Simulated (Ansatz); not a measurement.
# FGe3H7: molecular dynamics

Aim: follow the molecule's vibrations and see whether its bonds hold. The start is relaxed first. Runs: 300 steps of 0.25 fs at constant energy, with velocities drawn for 300 K. SMILES of the start: [F][GeH]([GeH3])[GeH3].

Program: Ansatz 0.2.0. Level of theory: RHF/def2-SVP. These are calculated values, not measurements.

### 1 The structure to begin with

Bond lengths: Ge1–H2 1.550 Å, Ge1–Ge3 2.400 Å, Ge3–H4 1.550 Å, Ge3–H5 1.550 Å, Ge3–H6 1.550 Å, Ge1–Ge7 2.398 Å, Ge7–H8 1.550 Å, Ge7–H9 1.550 Å, Ge7–H10 1.550 Å, Ge1–F11 1.679 Å. Angles (14 of 18 angles, heavy atoms first): Ge3–Ge1–Ge7 109.5°, Ge3–Ge1–F11 109.5°, Ge7–Ge1–F11 109.5°, H2–Ge1–Ge3 109.4°, H2–Ge1–Ge7 109.5°, H2–Ge1–F11 109.5°, Ge1–Ge3–H4 109.5°, Ge1–Ge3–H5 109.5°, Ge1–Ge3–H6 109.5°, Ge1–Ge7–H8 109.5°, Ge1–Ge7–H9 109.5°, Ge1–Ge7–H10 109.5°, H4–Ge3–H5 109.4°, H4–Ge3–H6 109.4°.

As a file:

```xyz
11

Ge    0.0000    0.0000    0.0000
H     0.0000    0.0000    1.5500
Ge    2.2632    0.0000   -0.7992
H     2.7487   -1.4611   -0.9782
H     2.3309    0.7367   -2.1612
H     3.1736    0.7244    0.2250
Ge   -1.1304    1.9584   -0.7992
H    -2.6003    1.6043   -1.1405
H    -1.1048    3.0541    0.2968
H    -0.4177    2.4843   -2.0712
F    -0.7913   -1.3709   -0.5594
```

### 2 Relaxing the start

Input file input.yaml:

```yaml
crystal:
  periodic: [false, false, false]
  atoms:
    - { symbol: Ge, position_ang: [0.0, 0.0, 0.0] }
    - { symbol: H, position_ang: [0.0, 0.0, 1.55] }
    - { symbol: Ge, position_ang: [2.2632, 0.0, -0.7992] }
    - { symbol: H, position_ang: [2.7487, -1.4611, -0.9782] }
    - { symbol: H, position_ang: [2.3309, 0.7367, -2.1612] }
    - { symbol: H, position_ang: [3.1736, 0.7244, 0.225] }
    - { symbol: Ge, position_ang: [-1.1304, 1.9584, -0.7992] }
    - { symbol: H, position_ang: [-2.6003, 1.6043, -1.1405] }
    - { symbol: H, position_ang: [-1.1048, 3.0541, 0.2968] }
    - { symbol: H, position_ang: [-0.4177, 2.4843, -2.0712] }
    - { symbol: F, position_ang: [-0.7913, -1.3709, -0.5594] }
basis:
  gaussian: { orbitals: def2-SVP }
hamiltonian:
  xc: hf
relax:
  f_tol: 0.02
  max_steps: 40
```

Run with:

```sh
$ ansatz run input.yaml --threads 4 --pin off --max-ram 5120MiB --backend cpu --events-out ev --progress --plain --runs-dir out
```

The runs that follow: Dynamics.

Q: Predict the outcome of this session. Wanted: relaxation of the start; temperature, first and last step; temperature, second half; potential energy, second half; largest change of the total energy; bonds formed or broken.

**Answer**, as computed:

| quantity | value |
| --- | --- |
| relaxation of the start | 13 moves, 0.219 eV lower |
| length | 300 steps of 0.25 fs |
| temperature, first and last step | 300 and 164 K |
| temperature, second half | mean 168 K, from 124 to 214 K |
| potential energy, second half | +14 meV/atom from the start |
| largest change of the total energy | 0.02 meV/atom |
| bonds formed or broken | 0 |

In words: The temperature starts at 300 K and averages 168 K in the second half, where it ranges from 124 to 214 K. About half is expected from a start at a minimum: kinetic energy passes into potential energy until both shares match. The total energy strays from its start by at most 0.02 meV/atom, 0.1 % of the mean kinetic energy, which is good for a step of 0.25 fs. No bond forms or breaks. Averages from a run of 75 fs with 11 atoms are rough. The nuclei move classically, without zero-point motion, which matters most for hydrogen.
